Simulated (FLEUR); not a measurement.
Runs of FLEUR MaX-R8.1 (later development tree) on HfIn4SiO6. The structure is trigonal, space group P312 (No. 149). Conventional cell: a = 5.277 Å, b = 5.277 Å, c = 10.559 Å, α = 90.00°, β = 90.00°, γ = 120.00°. Hf (site symmetry 32) is surrounded by 6 O at 2.10 Å. In (site symmetry 3) is surrounded by 3 O at 2.62 Å. Around In (site symmetry 3) lie 3 O at 2.32 Å. Si (site symmetry 32) is surrounded by 6 O at 1.83 Å. O (site symmetry 1) has 1 Si at 1.83 Å and 1 Hf at 2.10 Å as nearest neighbours. The cell was built by a generator and needn't be a form met in nature.

| task | level | gmax | muffin-tin radii | max iterations | mixer history | kmax | gap on the mesh (eV) |
| --- | --- | --- | --- | --- | --- | --- | --- |
| density of states | PBE | 14.6 1/bohr | Hf 2.19, In 2.58, Si 1.71, O 1.49 bohr | 60 | 15 | 4.7 1/bohr | 0.35 |
| single point | PBEsol | 14.6 1/bohr | Hf 2.19, In 2.58, Si 1.71, O 1.49 bohr | 60 | 15 | 4.7 1/bohr | 0.34 |
| single point | LDA | 14.6 1/bohr | Hf 2.19, In 2.58, Si 1.71, O 1.49 bohr | 60 | 15 | 4.7 1/bohr | (a) |
| single point | r2SCAN | 14.6 1/bohr | Hf 2.19, In 2.58, Si 1.71, O 1.49 bohr | 80 | 30 | 4.7 1/bohr | 0.31 |
| band structure | PBE | 17.8 1/bohr | Hf 2.19, In 2.36, Si 1.71, O 1.49 bohr | 60 | 15 | 5.73 1/bohr | 0.35 |

Alike in all rows: potentials or basis all-electron, FLAPW; no spin polarisation; cell as given; k mesh 4 × 4 × 2; smearing fermi-dirac 0.05 eV.

Task: Estimate the missing entries.

Result: (a) 0.38.

Caveats: spin-orbit coupling is left out, which moves the levels of the heavy elements; the meta-GGA is that of a development version, with a GGA for the radial functions and cores and without core tails (some runs); the mesh misses the band edges, which the band path finds closer together (some runs).

A k mesh can miss the band edges, and the runs leave out spin-orbit coupling on Hf, In.

Not every run made on this cell is shown here.
